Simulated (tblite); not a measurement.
# C20H14B3N3: the cost of one run

Computed with tblite 0.8.0 and PySCF 2.14.0 and routines of our own; the level stands in each step. Atoms count from 0.

### Step 1. The system as given

40 atoms, charge 0, multiplicity 1; geometry from: force field, distance geometry or constructed start.

### Step 2. Geometry optimisation with GFN2-xTB

Job settings and geometry (Å):

```
{"job": {"kind": "relax", "xc": "GFN2-xTB", "basis": "xTB"}, "charge": 0, "multiplicity": 1}
C      3.658200     2.855000    -0.001600
C      2.411700     3.574400    -0.006900
C      1.181700     2.854500     0.001000
C      1.175800     1.431200    -0.006200
C      2.413900     0.710600     0.003400
C      3.650000     1.426300    -0.002600
C     -0.061800     0.713500    -0.003300
C     -0.058500    -0.715500     0.001500
C      1.179200    -1.435300    -0.000400
B      2.412100    -0.719000     0.001600
C     -0.064000     3.570600    -0.002100
C     -1.302800     2.854800    -0.000000
C     -1.303700     1.427500     0.005000
N      3.655500    -1.433800    -0.002700
B      1.174300    -2.858100     0.000200
C      2.413000    -3.577600     0.006300
C      3.653700    -2.861300     0.000900
N     -2.539900     0.708400    -0.001000
C     -2.539400    -0.716400     0.002500
C     -1.297500    -1.432300     0.002700
B     -3.779500     1.430600     0.001500
C     -5.016500     0.713300    -0.000200
C     -5.012200    -0.713600     0.006600
C     -3.781400    -1.437500    -0.001500
C     -1.299800    -2.860600     0.000900
N     -0.068000    -3.579100     0.002500
H      4.554700     3.379000    -0.000700
H      2.414300     4.742300     0.001200
H      4.667200     0.842200    -0.002000
H     -0.060800     4.742100     0.003400
H     -2.197400     3.377300    -0.001100
H      4.552100    -0.912000     0.000200
H      2.413900    -4.618100    -0.001900
H      4.668700    -3.449500     0.003700
H     -3.776000     2.598500    -0.003300
H     -5.915800     1.233900    -0.002900
H     -6.029600    -1.303100    -0.004100
H     -3.776300    -2.470700    -0.002600
H     -2.312500    -3.452100    -0.000100
H     -0.066700    -4.614800     0.001200
```

Launch:

```console
$ OMP_NUM_THREADS=2 python large_run.py task.json out
```

The driver reads the jobs from task.json and runs them one after another.

Q: Estimate the wall time and peak memory of this first job on 2 threads of Intel Xeon at 2.50GHz, shared host.

About 9.3 s, with a peak of 0.16 GiB.
